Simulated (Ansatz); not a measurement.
# CaH4 (Pm-3m) in Ansatz: notebook

One crystal, CaH4, is run at these levels: PBE; tasks: relaxation of cell and atoms.

Everything below comes from runs of Ansatz 0.2.0. Logs are shortened: lines on timing, memory, paths and dates and some standing lists are left out, and cuts for length are marked.

## 1. Starting point

Symmetry: Pm-3m, No. 221, cubic system. Conventional cell: a = 4.168 Å, b = 4.168 Å, c = 4.168 Å, α = 90.00°, β = 90.00°, γ = 90.00°. Around Ca (site symmetry m-3m) lie 6 H at 2.08 Å. H (site symmetry 4/mmm) is surrounded by 2 Ca at 2.08 Å. H (site symmetry m-3m) has 12 H at 2.95 Å as nearest neighbours.

The cell was built by a generator and needn't be a form met in nature.

## 2. Relaxation of cell and atoms, PBE, target pressure 2 GPa, at which the enthalpy is minimised

The input, input.yaml:

```yaml
crystal:
  lattice:
    - [4.16798, 0.0, 0.0]
    - [0.0, 4.16798, 0.0]
    - [0.0, 0.0, 4.16798]
  atoms:
    - { symbol: Ca, position: [0.0, 0.0, 0.0] }
    - { symbol: H, position: [0.5, 0.0, 0.0] }
    - { symbol: H, position: [0.0, 0.5, 0.0] }
    - { symbol: H, position: [0.0, 0.0, 0.5] }
    - { symbol: H, position: [0.5, 0.5, 0.5] }
hamiltonian:
  xc: pbe
  pseudopotentials: { kind: paw }
kpoints:
  mp_grid: { grid: [5, 5, 5] }
scf:
  occupations: { method: fermi_dirac, width: 0.05 }
output:
  forces: true
  stress: true
  eigenvalues: true
relax:
  f_tol: 0.01
  max_steps: 40
  cell: { stress_tol: 0.05, p_target: 2.0 }
```

Potentials or basis: Ansatz PAW.

Launch:

```
$ ansatz run input.yaml --threads 2 --pin off --max-ram 5632MiB --backend cpu --events-out ev --progress --plain --runs-dir out
```

Output:

```text
Warning: RAYON_NUM_THREADS=2 ignored (pool sized by the plan → 2); use --threads N
Engine: ansatz 0.2.0, aarch64-unknown-linux-gnu
Pseudopotentials: kind: paw
Pseudopotential: Ca, paw, valence charge 10, recommended cutoff 420 eV (normal), Ca.paw.azcp
Pseudopotential: H, paw, valence charge 1, recommended cutoff 420 eV (normal), H.paw.azcp
Functional definition: PBE
  parameter kappa = 0.804
  parameter beta = 0.06672455060314922
  exchange = pbe_x(kappa = kappa, mu = beta*pi^2/3)
  correlation = pbe_c(beta = beta)
Crystal: 5 atoms, lattice volume = 72.406 Å³
Basis set: ecut = 420 eV, 1365 PW (Γ), exchange–correlation on 60×60×60 points (8 copies of the dense FFT grid, shifted against one another)
Bands: 12, of which v1, the nominal top of the filled ones, is band 7 counted from 1 (6 counted from 0)
Symmetry: 48 space group operations
Space group: Pm-3m (ITA 221), of the structure as read, at distance tolerance 4.2e-5 Å
k-points: 10 of 125
Non-local potential: Ca, projectors of the file, l = 0: 3, l = 1: 2, l = 2: 2
Non-local potential: H, projectors of the file, l = 0: 2, l = 1: 1
PAW form: soft (Blöchl's): semilocal exchange-correlation on the pseudo side does not see the compensation charge
PAW one-centre angular grid: Ca, 110 points (default); XC on 64 Gauss nodes
PAW one-centre angular grid: H, 110 points (default); XC on 64 Gauss nodes
Initial density: superposition of atomic densities (neutral atoms: chi_scale 0, normalization atom), corrected by the library's trained network
Initial wavefunctions: pseudopotential atomic-orbital guess
Functional: x = pbe(κ = 0.804, μ = 0.2195149727645171), c = pbe(β = 0.06672455060314922)
SCF iter   1: F=—  HF=-1876.222389 eV  |F-HF|=—  |Δ(HF+E_count)|=         —  Δρ=1.10e-2  dr2=1.69e-1  ethr=1.77e-3  ⟨swp⟩=7.1  Hψ=870  notcnv=0
preconditioner: auto → none  [metal: Δε(μ)=0.070 eV  Ē_g=6.226 eV  σ=0.050 eV  W_gap=0.33  n_scr=6 (ndim 8)  ℏωp=10.7 eV  f_vac=0.000  D(μ)=1.97/eV (n_scr^D=18)  sad-step TF]
SCF iter   2: F=—  HF=-1876.215275 eV  |F-HF|=—  |Δ(HF+E_count)|=   7.11e-3  Δρ=8.68e-3  dr2=9.16e-2  ethr=1.20e-3  ⟨swp⟩=1.5  Hψ=205  notcnv=0
SCF iter   3: F=—  HF=-1876.205683 eV  |F-HF|=—  |Δ(HF+E_count)|=   9.59e-3  Δρ=2.25e-3  dr2=1.65e-3  ethr=6.55e-4  ⟨swp⟩=2.0  Hψ=144  notcnv=0
SCF iter   4: F=—  HF=-1876.208747 eV  |F-HF|=—  |Δ(HF+E_count)|=   3.06e-3  Δρ=9.79e-4  dr2=9.85e-4  ethr=1.18e-5  ⟨swp⟩=3.0  Hψ=240  notcnv=0
SCF iter   5: F=—  HF=-1876.208544 eV  |F-HF|=—  |Δ(HF+E_count)|=   2.02e-4  Δρ=1.86e-4  dr2=3.21e-5  ethr=7.04e-6  ⟨swp⟩=2.7  Hψ=189  notcnv=0
SCF iter   6: F=—  HF=-1876.208643 eV  |F-HF|=—  |Δ(HF+E_count)|=   9.89e-5  Δρ=5.55e-5  dr2=2.85e-6  ethr=2.29e-7  ⟨swp⟩=1.0  Hψ=120  notcnv=0
SCF iter   7: F=-1876.208644 eV  HF=-1876.208644 eV  |F-HF|=1.30e-8  |Δ(HF+E_count)|=   5.82e-7  Δρ=2.72e-6  dr2=5.40e-9  ethr=7.14e-10  ⟨swp⟩=3.6  Hψ=467  notcnv=0
SCF 1 converged in 7 iterations: F = -1876.208644 eV  dr2 = 5.40e-9
relax step   1: F+E_penalty+E_count = -1876.20864385 eV  Δ(F+E_penalty+E_count) = +0.000e0 eV  max|allowed force component| = 6.441e-30 eV/Å  Δτ_max = 0.0000 Å  P = +0.139 GPa  Ω = 72.406 Å³  (7 SCF iters, dr2 threshold 1.00e-7 eV, accepted)
Crystal: 5 atoms, lattice volume = 67.447 Å³
[... 34 lines left out ...]
SCF iter   6: F=-1876.176176 eV  HF=-1876.176176 eV  |F-HF|=0.00e0  |Δ(HF+E_count)|=  6.59e-12  Δρ=4.82e-8  dr2=1.83e-12  ethr=1.00e-12  ⟨swp⟩=2.1  Hψ=352  notcnv=0
SCF 4 converged in 6 iterations: F = -1876.176176 eV  dr2 = 1.83e-12
relax step   4: F+E_penalty+E_count = -1876.17617622 eV  Δ(F+E_penalty+E_count) = +2.612e-3 eV  max|allowed force component| = 2.533e-31 eV/Å  Δτ_max = 0.0000 Å  P = +1.975 GPa  Ω = 67.253 Å³  stress off target by 2.53e-2 GPa  SCF on the basis re-selected at this cell (its energy is not comparable with the rows above)  (6 SCF iters)
basis re-selected at this cell: Δ(F+E_penalty+E_count) = +2.612e-3 eV, ΔP = -0.032 GPa vs the last step (what re-selecting the basis moved, of the pressure what is left beyond the Pulay correction that the steps carried, after the strain that the cell walked since its last selection, with what the two solves' SCF thresholds leave and, on support functions, any second-order correction that the steps lacked; it is no measure of the basis error at this ecutwfc). This SCF's stress stands 2.53e-2 GPa from its target on what of the cell is left free (relax.cell.stress_tol is 5.00e-2 GPa) and its largest allowed force component is 2.53e-31 eV/Å (relax.f_tol is 1.00e-2 eV/Å): within both
SCF converged after 6 iterations
Free energy (F): -1876.176176 eV
Harris-Foulkes:  -1876.176176 eV  (|F-HF|=0.00e0)
Internal energy: -1876.156264 eV  (E = F + TS)
E sigma→0 (E₀):  -1876.166220 eV
Entropy (-TS):   -0.019912 eV (-3.982 meV/atom)
Fermi energy:    -0.246489 eV
--- Per-component energies (eV) ---
  E_band       = -201.031179
  E_kinetic    = 329.741160
  E_local      = -1023.024180  (includes V_loc(G=0)·N_el)
  E_nonlocal   = 69.084194
  E_hartree    = 351.860753
  E_xc         = -170.257173
  E_vxc        = -213.754242  (∫ρ·V_xc dr)
  E_paw        = -860.170720  (= ΣΔE_a)
  E_vpaw       = -66.795616  (= ΣTr[D̂ρ^β])
  E_aug_tail   = -0.003970  (compensation charges beyond the density's cutoff)
  E_ewald      = -573.386327
  E_smearing   = -0.019912  (= −TS)
  E_closure    = 0.000000  (closes the sum)
  Σ components = -1876.176176   (vs F -1876.176176, Δ=0.00e0)
--- Forces (eV/Å), atoms counted from 1 ---
  atom   1  Ca     0.00000000     0.00000000    -0.00000000
  atom   2  H     -0.00000000     0.00000000     0.00000000
  atom   3  H     -0.00000000     0.00000000    -0.00000000
  atom   4  H      0.00000000    -0.00000000    -0.00000000
  atom   5  H     -0.00000000     0.00000000     0.00000000
  max |Σ_I F_I| component: 3.77e-31 eV/Å
--- Stress (GPa, compression-positive) ---
        1.974685       0.000000      -0.000000
        0.000000       1.974685       0.000000
       -0.000000       0.000000       1.974685
  P = ⅓ Tr σ = 1.9747 GPa (19.747 kbar)
--- Band table (eV; the first three rows and the last of 10) ---
  k-point 0: bands = ["-38.2182", "-19.2656", "-19.2656", "-19.2656", "-4.2216", "-1.1407", "-1.1407", "0.8374", "7.0823", "7.0823", "7.0823", "8.1327"]
  k-point 1: bands = ["-38.2164", "-19.3060", "-19.2638", "-19.2638", "-3.8842", "-1.1203", "-1.0906", "0.6656", "6.4646", "6.4646", "7.1131", "7.8576"]
  k-point 2: bands = ["-38.2136", "-19.3705", "-19.2611", "-19.2611", "-3.0136", "-1.7816", "-1.0074", "0.9451", "5.9319", "5.9319", "7.1052", "7.1639"]
  k-point 9: bands = ["-38.2046", "-19.3590", "-19.3584", "-19.3584", "-0.9238", "-0.3095", "-0.2480", "-0.2480", "4.1269", "4.1269", "4.5386", "7.2407"]
--- Relaxed structure (3 steps of the walk, 3 accepted, 1 SCFs on fresh bases) ---
  F+E_penalty+E_count = -1876.17617622 eV   max|allowed force component| = 2.533e-31 eV/Å   (the final SCF, on the basis selected at the relaxed cell)
  cell:  # Å, volume = 67.2529 Å³
    - [4.066651449987018, -1.0753108856162066e-33, -1.2839532962581572e-34]
    - [-1.0753108856162066e-33, 4.066651449987018, 0.0]
    - [-1.2839532962581572e-34, 0.0, 4.066651449987018]
  atoms:
    - { symbol: Ca, position: [2.165603403254049e-33, -1.3215417638634289e-33, 7.085188943789862e-35] }
    - { symbol: H, position: [0.5, 9.580407658776801e-34, 7.085188943790103e-35] }
    - { symbol: H, position: [-1.5618220845658707e-33, 0.5, 7.085188943789774e-35] }
    - { symbol: H, position: [-1.3461858993200901e-33, 6.469085557373513e-35, 0.5] }
    - { symbol: H, position: [0.5, 0.5, 0.5] }
```

Run time: 1.9 s. Hardware: 2 threads of Arm Neoverse V1, shared host; peak memory 0.29 GiB.

What came out:

```
Free energy                                            : -1876.1762 eV
Relaxed volume                                         : 13.45 Å³/atom
Relaxed cell                                           : a = 4.067 Å, b = 4.067 Å, c = 4.067 Å, α = 90.00°, β = 90.00°, γ = 90.00°
Space group after relaxing (to 0.05 Å)                 : Pm-3m (No. 221)
Energy change on relaxing (the enthalpy is what falls) : +6.5 meV/atom
Ionic steps                                            : 4
Pressure after relaxing                                : 2.0 GPa
Band gap on the k mesh                                 : none (metal or under the smearing width)
```

The path:
```tsv
step	energy change (eV)	largest force (eV/Å)	volume (Å³)
1	0.0000	0.0000	72.41
2	0.0276	0.0000	67.45
3	0.0299	0.0000	67.25
4	0.0325	0.0000	67.25
```

Final structure:
```cif
data_structure
_symmetry_space_group_name_H-M 'P 1'
_symmetry_Int_Tables_number 1
_cell_length_a 4.0667
_cell_length_b 4.0667
_cell_length_c 4.0667
_cell_angle_alpha 90.000
_cell_angle_beta 90.000
_cell_angle_gamma 90.000
_cell_volume 67.25
loop_
_atom_site_label
_atom_site_type_symbol
_atom_site_fract_x
_atom_site_fract_y
_atom_site_fract_z
_atom_site_occupancy
Ca1 Ca 0.00000 0.00000 0.00000 1
H1 H 0.50000 0.00000 0.00000 1
H2 H 0.00000 0.50000 0.00000 1
H3 H 0.00000 0.00000 0.50000 1
H4 H 0.50000 0.50000 0.50000 1
```

Caveat: the plane-wave basis is chosen anew once the cell has moved, so the energies of steps on either side of that aren't comparable.

(Part 1 of 2 ends here.)
